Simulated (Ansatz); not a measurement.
This script makes the interaction energy of a dimer with the counterpoise correction of BrH2NSi, SMILES N[Si]Br with Ansatz 0.2.0 through its Python package.

`run_dimer.py`
```python
"""Interaction energy of two BrH2NSi molecules, with the counterpoise correction."""

import ansatz

FIRST = [
    ("N", (-0.7624, 0.3104, -0.2753)),
    ("Si", (-0.3218, -0.6858, 0.9693)),
    ("Br", (1.8403, -0.8424, 0.7207)),
    ("H", (-0.2429, 1.2543, -0.2135)),
    ("H", (-0.5133, -0.0366, -1.2011)),
]
SECOND = [
    ("N", (-0.5714, 2.5521, -4.921)),
    ("Si", (-0.723, 3.5735, -3.629)),
    ("Br", (-1.8912, 2.3928, -2.214)),
    ("H", (-0.1004, 1.6271, -4.6255)),
    ("H", (-1.4573, 2.2483, -5.3241)),
]

def energy(atoms, ghosts=()):
    molecule = ansatz.Crystal.molecule()
    for symbol, xyz in atoms:
        molecule = molecule.atom(symbol, xyz)
    calc = (
        molecule.calculation()
        .basis(gaussian="def2-SVP")
        .functional("r2SCAN")
    )
    deck = calc.input()
    if ghosts:
        deck = deck.set(ansatz.key.basis.gaussian.ghost_atoms, [{"symbol": s, "position_ang": list(xyz)} for s, xyz in ghosts])
    return ansatz.Session.from_dict(deck).plan().execute().report["free_energy_ev"]

# ghost atoms carry the functions of the partner
both = energy(FIRST + SECOND)
alone = energy(FIRST) + energy(SECOND)
ghosted = energy(FIRST, SECOND) + energy(SECOND, FIRST)
print(f"dimer {both:.6f} eV")
print(f"interaction, uncorrected   {23.060548 * (both - alone):8.3f} kcal/mol")
print(f"interaction, counterpoise  {23.060548 * (both - ghosted):8.3f} kcal/mol")
print(f"basis-set superposition    {23.060548 * (alone - ghosted):8.3f} kcal/mol")
```

How large is the interaction at this pose, and how much of it is basis-set superposition?

Uncorrected it is 1.394 kcal/mol, with the counterpoise correction 2.483 kcal/mol; the difference, 1.09 kcal/mol, is the superposition error. In this basis both values are repulsive.

The output:

```console
$ python run_dimer.py
dimer -158865.388669 eV
interaction, uncorrected      1.394 kcal/mol
interaction, counterpoise     2.483 kcal/mol
basis-set superposition       1.089 kcal/mol
```

Total energies depend on the basis set; only differences at equal settings carry meaning. The dimer is a generated trial pose of unrelaxed monomers, not a minimum, so the figure is no binding energy, and the basis set is small. This level lacks the dispersion part of the attraction (electrostatics and induction are there), which can decide the sign where the interaction is weak. It ran for 34 s on 1 thread of Arm Neoverse V1 (shared host), peak memory 0.29 GiB.

(Lines on the test bed's own set-up are left out of the output.)
